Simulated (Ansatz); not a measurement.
# C2H4ClI: a ladder of functionals and wavefunction methods

The task here is to estimate one member of a computed series from the others.

Method: functionals in def2-TZVPP, the program's frozen cores in correlated methods; program: Ansatz 0.2.0, Gaussian basis.

The runs, in order: LDA (SPW92), PBE-D4, revPBE-D4, BLYP-D4, r2SCAN-D4, B97M-V, PBE0-D4, B3LYP-D4, r2SCANh-D4, r2SCAN0-D4, HSE06-D4, BHLYP-D4, CAM-B3LYP-D4, LC-ωPBE, ωB97X-V, ωB97M-V, B2PLYP, PBE-QIDH; CCSD(T)/def2-SVP; CCSD(T)/def2-TZVPP; MP2/def2-QZVPP; extrapolation to the limit; RPA on PBE.

## The relaxed structure

The geometry comes from an earlier relaxation with PBE0-D4 in a triple-zeta def2 set; it is a stationary point, not always the lowest conformer. I takes the def2 core potential; no spin-orbit term is included.

SMILES `CC(Cl)I`, 8 atoms, charge 0, spin multiplicity 1.

Atoms are counted from 1 here; the program's logs count them from 0.

Bond lengths: C1–C2 1.504 Å, C1–H5 1.090 Å, C1–H6 1.091 Å, C1–H7 1.093 Å, C2–Cl3 1.768 Å, C2–I4 2.156 Å, C2–H8 1.086 Å. Angles: C2–C1–H5 111.0°, C2–C1–H6 110.0°, C2–C1–H7 109.3°, H5–C1–H6 108.8°, H5–C1–H7 108.7°, H6–C1–H7 109.0°, C1–C2–Cl3 111.3°, C1–C2–I4 110.9°, C1–C2–H8 112.8°, Cl3–C2–I4 111.0°, Cl3–C2–H8 106.7°, I4–C2–H8 103.9°.

The first run:

The input, in.yaml:

```yaml
crystal:
  periodic: [false, false, false]
  atoms:
    - {symbol: C, position_ang: [0.281599, 0.790637, 0.070045]}
    - {symbol: C, position_ang: [-0.169488, -0.643388, 0.104139]}
    - {symbol: Cl, position_ang: [1.170409, -1.746629, -0.234647]}
    - {symbol: I, position_ang: [-1.801845, -0.967684, -1.266308]}
    - {symbol: H, position_ang: [0.661163, 1.056659, -0.916596]}
    - {symbol: H, position_ang: [-0.551992, 1.450453, 0.316484]}
    - {symbol: H, position_ang: [1.079472, 0.936406, 0.802948]}
    - {symbol: H, position_ang: [-0.577119, -0.933553, 1.068135]}
basis:
  gaussian: {orbitals: def2-TZVPP}
hamiltonian: {xc: lda}
output: {orbitals: {seedname: orbitals}}
```

Among the steps run: LDA; PBE-D4 (GGA); revPBE-D4 (GGA); BLYP-D4 (GGA); r2SCAN-D4 (meta-GGA); B97M-V (meta-GGA); PBE0-D4 (hybrid); B3LYP-D4 (hybrid); r2SCANh-D4 (hybrid); r2SCAN0-D4 (hybrid); HSE06-D4 (hybrid); BHLYP-D4 (hybrid); CAM-B3LYP-D4 (range-separated); LC-ωPBE-D4 (range-separated; the results give it without D4); ωB97X-V (range-separated); ωB97M-V (range-separated); B2PLYP (double hybrid); PBE-QIDH (double hybrid).

One table of the session follows, with a row left open; its other results are not shown here.

It belongs to the step «Orbital energies across the functionals». 

| functional | HOMO (eV) | gap (eV) |
| --- | --- | --- |
| LDA (SPW92) | -6.49 | 4.05 |
| PBE-D4 | -6.33 | 4.09 |
| revPBE-D4 | -6.27 | 4.12 |
| BLYP-D4 | -6.15 | 4.02 |
| r2SCAN-D4 | -6.62 | 4.53 |
| B97M-V | -6.65 | 4.63 |
| PBE0-D4 | -7.50 | 6.16 |
| B3LYP-D4 | -7.25 | 5.67 |
| r2SCANh-D4 | -7.04 | 5.29 |
| r2SCAN0-D4 | -7.68 | 6.43 |
| HSE06-D4 | -7.10 | 5.38 |
| BHLYP-D4 | -8.49 | 8.12 |
| CAM-B3LYP-D4 | -8.78 | 8.50 |
| LC-ωPBE | -10.15 | 11.05 |
| ωB97X-V | -9.80 | 10.58 |
| ωB97M-V | ? | ? |

Estimate the missing values for ωB97M-V.

The run gave: HOMO (eV): -9.67; gap (eV): 10.31. In the column «HOMO (eV)» it lies between ωB97X-V (-9.80) and CAM-B3LYP-D4 (-8.78).
